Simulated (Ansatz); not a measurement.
Geometry optimisation, Ansatz, DFT PBEsol, scalar-relativistic, plane waves, PAW.

Input:

```yaml
crystal:
  lattice:
    - [0.0, 5.43, 5.43]
    - [5.43, 0.0, 5.43]
    - [5.43, 5.43, 0.0]
  atoms:
    - { symbol: Si, position: [0.0, 0.0, 0.0] }
    - { symbol: Si, position: [0.125, 0.125, 0.125] }
    - { symbol: Si, position: [0.0, 0.0, 0.5] }
    - { symbol: Si, position: [0.125, 0.125, 0.625] }
    - { symbol: Si, position: [0.0, 0.5, 0.0] }
    - { symbol: Si, position: [0.125, 0.625, 0.125] }
    - { symbol: Si, position: [0.0, 0.5, 0.5] }
    - { symbol: Si, position: [0.125, 0.625, 0.625] }
    - { symbol: Si, position: [0.5, 0.0, 0.0] }
    - { symbol: Si, position: [0.625, 0.125, 0.125] }
    - { symbol: Si, position: [0.5, 0.0, 0.5] }
    - { symbol: Si, position: [0.625, 0.125, 0.625] }
    - { symbol: Si, position: [0.5, 0.5, 0.0] }
    - { symbol: Si, position: [0.625, 0.625, 0.125] }
    - { symbol: Si, position: [0.5, 0.5, 0.5] }
    - { symbol: Si, position: [0.625, 0.625, 0.625] }
    - { symbol: O, position: [0.3809543, 0.8787542, 0.8717393], spin: 1.0 }
magnetization:
  spin_polarized: true
basis:
  ecutwfc: 420.0
kpoints:
  mp_grid: { grid: [2, 2, 2] }
hamiltonian:
  xc: pbesol
scf:
  occupations: { method: gaussian, width: 0.05 }
  lower_state_search: "off"
relax:
  f_tol: 0.03
  max_steps: 60
  adjacent_minimum: "off"
```

Launched with:

```bash
$ ansatz run input.yaml --threads 2 --pin off --max-ram 5120MiB --backend cpu --events-out ev --progress --plain --runs-dir out
```

Question: Where does it end, and by what steps?

Answer: The run converged. Limits of this set-up: coarse k mesh, a small cell, in which the defect meets its images. After 17 steps the energy has fallen by 3.483 eV; O17 moved furthest, 1.39 Å. Joined: Si11–O17 (2.33 → 1.66 Å), Si12–O17 (2.66 → 1.66 Å).

```csv
step,energy less start (eV),largest force component (eV/Å),accepted
0,0.0000,0.444,yes
1,-0.0810,0.342,yes
2,-0.3570,1.515,yes
3,-0.7994,0.909,yes
4,-1.0963,0.530,yes
5,-1.2254,0.301,yes
6,-1.3130,0.217,yes
7,-1.3570,0.205,yes
8,-1.4385,0.375,yes
9,-1.5579,0.798,yes
10,-1.7797,0.598,yes
11,-1.9485,1.473,yes
12,-2.4659,1.613,yes
13,-3.1242,1.081,yes
14,-3.3931,0.791,yes
15,-3.4784,0.073,yes
16,-3.4826,0.044,yes
17,-3.4834,0.024,yes
```

```xyz
17
Lattice="0.0000 5.4300 5.4300 5.4300 0.0000 5.4300 5.4300 5.4300 0.0000" Properties=species:S:1:pos:R:3
Si 0.027 0.068 0.045
Si 1.423 1.401 1.395
Si 2.760 2.691 -0.035
Si 4.104 4.026 1.301
Si 2.774 -0.041 2.666
Si 4.093 1.332 4.040
Si 5.441 2.603 2.597
Si 6.838 3.953 3.928
Si 0.289 2.956 2.756
Si 1.578 4.297 4.171
Si 2.563 5.384 2.374
Si 4.307 7.051 4.041
Si 2.735 2.669 5.417
Si 4.132 4.014 6.758
Si 5.293 5.259 5.133
Si 6.578 6.672 6.474
O 8.872 6.767 8.080
```

Whether the end is a true minimum wasn't checked by a vibrational analysis.

The run took 2.9 min on 2 threads of Arm Neoverse V1 (shared host), peak memory 0.76 GiB.
